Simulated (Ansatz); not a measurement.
# CH8AlFO2: the cost of one run

Method: UKS B3LYP/6-31G, in Ansatz 0.2.0.

## (1) Starting point

Bond lengths: Al1–O2 2.177 Å, O2–C3 1.401 Å, Al1–H4 1.531 Å, Al1–H5 1.529 Å, Al1–O7 2.177 Å, C3–H10 1.091 Å, C3–H11 1.094 Å, C3–H12 1.094 Å, O7–H13 0.951 Å. Angles: Al1–O2–C3 137.3°, O2–Al1–H4 110.4°, O2–Al1–H5 109.4°, O2–Al1–O7 86.1°, H4–Al1–H5 123.2°, H4–Al1–O7 110.5°, H5–Al1–O7 111.0°, O2–C3–H10 109.7°, O2–C3–H11 110.5°, O2–C3–H12 109.7°, H10–C3–H11 108.6°, H10–C3–H12 109.0°, H11–C3–H12 109.3°, Al1–O7–H13 139.8°.

Coordinates:

```xyz
13

Al   -1.4341    0.8851   -0.0580
O     0.3917   -0.1699   -0.6001
C     0.8269   -1.0080   -1.6347
H    -2.6479   -0.0357   -0.2071
H    -1.3875    2.3060   -0.6214
H     0.4687    0.2927    1.9698
O    -0.6823    0.8319    1.9841
H     1.0917   -0.2876    0.4544
F     1.4744   -0.2481    1.5941
H     0.2450   -0.8122   -2.5366
H     0.6981   -2.0582   -1.3564
H     1.8833   -0.8159   -1.8446
H    -0.9280    1.1199    2.8565
```

## (2) Run 1

150 steps of 0.5 fs at constant energy, with velocities drawn for 100 K.

Input file input.yaml:

```yaml
crystal:
  periodic: [false, false, false]
  atoms:
    - { symbol: Al, position_ang: [-1.4341, 0.8851, -0.058] }
    - { symbol: O, position_ang: [0.3917, -0.1699, -0.6001] }
    - { symbol: C, position_ang: [0.8269, -1.008, -1.6347] }
    - { symbol: H, position_ang: [-2.6479, -0.0357, -0.2071] }
    - { symbol: H, position_ang: [-1.3875, 2.306, -0.6214] }
    - { symbol: H, position_ang: [0.4687, 0.2927, 1.9698] }
    - { symbol: O, position_ang: [-0.6823, 0.8319, 1.9841] }
    - { symbol: H, position_ang: [1.0917, -0.2876, 0.4544] }
    - { symbol: F, position_ang: [1.4744, -0.2481, 1.5941] }
    - { symbol: H, position_ang: [0.245, -0.8122, -2.5366] }
    - { symbol: H, position_ang: [0.6981, -2.0582, -1.3564] }
    - { symbol: H, position_ang: [1.8833, -0.8159, -1.8446] }
    - { symbol: H, position_ang: [-0.928, 1.1199, 2.8565] }
magnetization:
  spin_polarized: true
basis:
  gaussian: { orbitals: "6-31G" }
hamiltonian:
  xc: b3lyp
md:
  timestep: 0.5
  n_steps: 150
  ensemble: nve
  temperature: 100.0
  initial_velocities: maxwell_boltzmann
  seed: 299462
```

Started as:

```bash
$ ansatz run input.yaml --threads 1 --pin off --max-ram 2048MiB --backend cpu --events-out ev --progress --plain --runs-dir out
```

What time and memory should one allow on 1 thread of Arm Neoverse V1, shared host?

About 15 min, with a peak of 0.2 GiB.
